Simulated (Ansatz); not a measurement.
# Ta4Ga: the cost of one run

Computed with Ansatz 0.2.0 (DFT PBE, scalar-relativistic, plane waves, PAW, unless a step's input says otherwise).

1 further run of the same task is left out (it didn't finish).

## (1) The starting structure

Symmetry: Cmmm, No. 65, orthorhombic system. Conventional cell: a = 6.741 Å, b = 8.084 Å, c = 3.071 Å, α = 90.00°, β = 90.00°, γ = 90.00°. Ta (site symmetry m2m) is surrounded by 1 Ga at 1.88 Å. Ta (site symmetry 2mm) is surrounded by 2 Ga at 2.12 Å. Around Ga (site symmetry mmm) lie 6 Ta at 1.88 to 2.12 Å.

As a file:

```cif
data_structure
_symmetry_space_group_name_H-M 'P 1'
_symmetry_Int_Tables_number 1
_cell_length_a 5.2631
_cell_length_b 5.2631
_cell_length_c 3.0714
_cell_angle_alpha 90.000
_cell_angle_beta 90.000
_cell_angle_gamma 100.353
_cell_volume 83.69
loop_
_atom_site_label
_atom_site_type_symbol
_atom_site_fract_x
_atom_site_fract_y
_atom_site_fract_z
_atom_site_occupancy
Ta1 Ta 0.73274 0.26726 0.50000 1
Ta2 Ta 0.28356 0.28356 0.00000 1
Ta3 Ta 0.71644 0.71644 0.00000 1
Ta4 Ta 0.26726 0.73274 0.50000 1
Ga1 Ga 0.50000 0.50000 0.50000 1
```

A structure generator made this guess: species swapped into a database cell of FeCl4 (Cmmm, No. 65), with Ga on the Fe sites and Ta on the Cl sites. Lengths come from tabulated atomic sizes and are only a guess.

## (2) Probe: one point on a coarse mesh

Contents of input.yaml:

```yaml
crystal:
  lattice:
    - [3.37062749, -4.04220473, 0.0]
    - [3.37062749, 4.04220473, 0.0]
    - [0.0, 0.0, 3.0714238]
  atoms:
    - { symbol: Ta, position: [0.73274408, 0.26725592, 0.5] }
    - { symbol: Ta, position: [0.28355747, 0.28355747, 0.0] }
    - { symbol: Ta, position: [0.71644253, 0.71644253, 0.0] }
    - { symbol: Ta, position: [0.26725592, 0.73274408, 0.5] }
    - { symbol: Ga, position: [0.5, 0.5, 0.5] }
basis:
  ecutwfc: 420
kpoints:
  mp_grid: { grid: [4, 4, 6] }
hamiltonian:
  xc: pbe
scf:
  occupations: { method: gaussian, width: 0.1 }
  lower_state_search: "off"
output:
  forces: true
  stress: true
  eigenvalues: true
```

Command:

```bash
ansatz run input.yaml --threads 1 --pin off --max-ram 2560MiB --backend cpu --events-out ev --progress --plain --runs-dir out
```

What time and memory should one allow on 1 thread of Intel Xeon 6975P-C (Granite Rapids), shared host?

About 2.4 s, with a peak of 0.4 GiB.
